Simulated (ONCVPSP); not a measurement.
# N: generating and testing an ONCV potential

Aim: build the potential from the settings below, then test how well it stands in for the atom: other configurations, scattering, ghost states and the plane-wave cutoff that it needs.

Program: ONCVPSP 4.0.1.1 (patched build). Reference atom: PBE, scalar-relativistic, spherical and spin-unpolarised. All values are calculated.

## Step 1: Settings

Typed settings, in words:

```json
{
  "element": "nitrogen (N, Z = 7)",
  "type": "optimised norm-conserving Vanderbilt (ONCV)",
  "frozen core": "[He]",
  "valence charge": "5",
  "reference configuration": "2s2 2p2.5 (charge +0.5)",
  "partial waves": "2s: rc 0.75 bohr, ncon 5, nbas 9, qcut 9.9 1/bohr, 1 projector; 2p: rc 1.90 bohr, ncon 5, nbas 8, qcut 5.9 1/bohr, 1 projector",
  "local potential": "polynomial inside 0.45 bohr (lpopt 3, dvloc0 6 Ha)",
  "core correction": "Teter function, fcfact 5.5, rcfact 1.55"
}
```

## Step 2: Generation

N.dat

```
# ATOM AND REFERENCE CONFIGURATION
# atsym  z   nc   nv     iexc    psfile
  N 7.00    1    2        4      upf
#
#   n    l    f
    1    0    2.00
    2    0    2.00
    2    1    2.50
#
# PSEUDOPOTENTIAL AND OPTIMIZATION
# lmax
    1
#
#   l,   rc,      ep,       ncon, nbas, qcut
    0    0.75    0.00    5    9    9.90
    1    1.90    0.00    5    8    5.90
#
# LOCAL POTENTIAL
# lloc, lpopt,  rc(5),   dvloc0
    4    3    0.45    6.00
#
# VANDERBILT-KLEINMAN-BYLANDER PROJECTORs
# l, nproj, debl
    0    1    3.70
    1    1    3.60
#
# MODEL CORE CHARGE
# icmod, fcfact, rcfact
    3    5.50    1.55
#
# LOG DERIVATIVE ANALYSIS
# epsh1, epsh2, depsh
   -2.00    5.00    0.02
#
# OUTPUT GRID
# rlmax, drl
    6.00    0.01
#
# TEST CONFIGURATIONS
# ncnf
    4
# nvcnf
#   n    l    f
    2
    2    0    2.00
    2    1    3.00
#
    2
    2    0    2.00
    2    1    2.00
#
    2
    2    0    2.00
    2    1    1.00
#
    2
    2    0    2.00
    2    1    0.00
#
```

Launch:

```
$ oncvpsp.x < N.dat > N.out
```

Q: Predict the outcome of this session. Wanted: cutoffs for 1 and 0.1 mHa per electron, occupied waves; bound ghosts; GHOST(+) flags; largest test error; largest phase difference near zero energy, channels read; rms error of d²Exc/dn², without and with the model core.

The runs gave:

| quantity | value |
| --- | --- |
| cutoffs for 1 and 0.1 mHa per electron, occupied waves | 124 Ha and 375 Ha |
| bound ghosts | none found |
| GHOST(+) flags | none at low energy |
| largest test error (AE − PS) | +1328 meV, for 2s2 2p0 |
| largest phase difference near zero energy, channels read | 0.018 rad |
| rms error of d²Exc/dn², without and with the model core | 2.07 and 1.79 mHa |

In words: The worst unpolarised test, 2s2 2p0, is off by 1328 meV on 84.4 eV; by total energies transferability rates as poor. That test lies far up in energy; among those under 40 eV, nearer to bonding, the largest error is 268 meV. It counts as very hard, with 124 Ha needed at the looser tolerance. The tighter tolerance needs 375 Ha, and converged work needs a cutoff nearer that. At the looser tolerance the 2s wave is the slowest; 2p needs 17 Ha. It is free of bound ghosts as far as tested. Near zero energy the phases of the channels with partial waves agree within 0.018 rad. All of this concerns the isolated atom, not yet a solid.
